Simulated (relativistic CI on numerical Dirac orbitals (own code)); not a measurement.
# Au XX (Au¹⁹⁺): levels and lines

Aim: the low levels of Au¹⁹⁺, their labels and the strongest lines; further runs change one setting each.

The numbers are computed with relativistic CI on numerical Dirac orbitals (own code) version 4 (Dirac-Coulomb-Breit CI, KLI orbitals optimised for each configuration, model QED (radiative potential, 1s self-energy scaled to tabulated hydrogen-like ionisation energies)), except any that are marked as measured or tabulated.

## 1. What is computed

```
ion                       : Au¹⁹⁺ (Au XX)
nuclear charge            : 79
electrons                 : 60
isotope                   : A = 197
first configuration typed : [Kr] 4d10 4f12 5s2
```

Outer shells as boxes (Hund's rule):

first configuration typed
```
[Kr] core
4d [↑↓][↑↓][↑↓][↑↓][↑↓]
4f [↑↓][↑↓][↑↓][↑↓][↑↓][↑ ][↑ ]
5s [↑↓]
```

## 2. CI with the chosen configurations

Settings of the run:

```ini
atom Au  Z=79  charge=19  electrons=60
nucleus A=197  rms_radius_fm=5.4371
hamiltonian dirac-coulomb  breit=on  qed=on  c_scale=1
orbitals kli  potential=per-configuration
slater_scale 1
correlation none
mixing on
configurations
  [Kr] 4d10 4f12 5s2
  [Kr] 4d10 4f14
  [Kr] 4d10 4f13 5s
  [Kr] 4d10 4f12 5s 5p
  [Kr] 4d10 4f12 5s 5d
  [Kr] 4d10 4f11 5s2 5p
  [Kr] 4d10 4f11 5s 5p2
  [Kr] 4d10 4f13 5d
  [Kr] 4d9 4f13 5s2
  [Kr] 4d10 4f12 5s 5g
  [Kr] 4d10 4f13 6s
  [Kr] 4d10 4f12 5p2
  [Kr] 4d10 4f11 5p3
  [Kr] 4d9 4f13 5p2
  [Kr] 4d10 4f13 5p
  [Kr] 4d9 4f14 5p
  [Kr] 4d10 4f13 5f
  [Kr] 4d9 4f14 5f
end
```

Launch:

```console
$ python run_levels.py task.json out
```

One command runs all members of the session, one after another, from task.json.

## 3. One common potential

Changes to the settings of step 2:

```diff
@@ -3,3 +3,3 @@
 hamiltonian dirac-coulomb  breit=on  qed=on  c_scale=1
-orbitals kli  potential=per-configuration
+orbitals kli  potential=mean
 slater_scale 1
```

## 4. Non-relativistic limit (c × 1000)

Changes to the settings of step 3:

```diff
@@ -2,4 +2,4 @@
 nucleus A=197  rms_radius_fm=5.4371
-hamiltonian dirac-coulomb  breit=on  qed=on  c_scale=1
-orbitals kli  potential=mean
+hamiltonian dirac-coulomb  breit=off  qed=off  c_scale=1000
+orbitals kli  potential=per-configuration
 slater_scale 1
```

(Steps that only read results are left out.)

What does the calculation give? Wanted: lowest level; first excitation; lowest level of the other parity; fastest E1 line.

As calculated:

| run | time | mean size of shift, levels followed (cm⁻¹) | lowest level |
| --- | --- | --- | --- |
| main run | 4.5 s | 0 | 4f14 1S0 |
| one common potential | 3.1 s | 7896 | 4f14 1S0 |
| non-relativistic limit (c × 1000) | 2.6 s | 444460 | 4f14 1S0 |

```
                                                                         quantity                                value
                                                                     lowest level                             4f14 1S0
                                                                 first excitation            4f13 5s 3F°4, 124034 cm⁻¹
                                                 lowest level of the other parity            4f13 5s 3F°4, 124034 cm⁻¹
                                                              levels in the model                                 3459
fastest E1 line (by rate) to the lowest level among the lowest 200 of 3459 levels  10.87 nm, from 4f12 5s 5p 3D°1 (iv)
```

**Reading.** 4f14 1S0 comes out lowest; its LS label holds 100 % and its jj label 100 %; over the low levels the means are 77 and 91 %, so jj coupling describes them better. Of the changes tried, the run «non-relativistic limit (c × 1000)» moves the low levels most, by 444460 cm⁻¹ on average. Low levels that differ in the count of f electrons can be misplaced by several ten thousand cm⁻¹. The computed lowest level is not the ground level that NIST tabulates (4f12 5s2 3H6), so the order of the lowest levels is not to be trusted. Lifetimes count radiative decay inside the model alone.
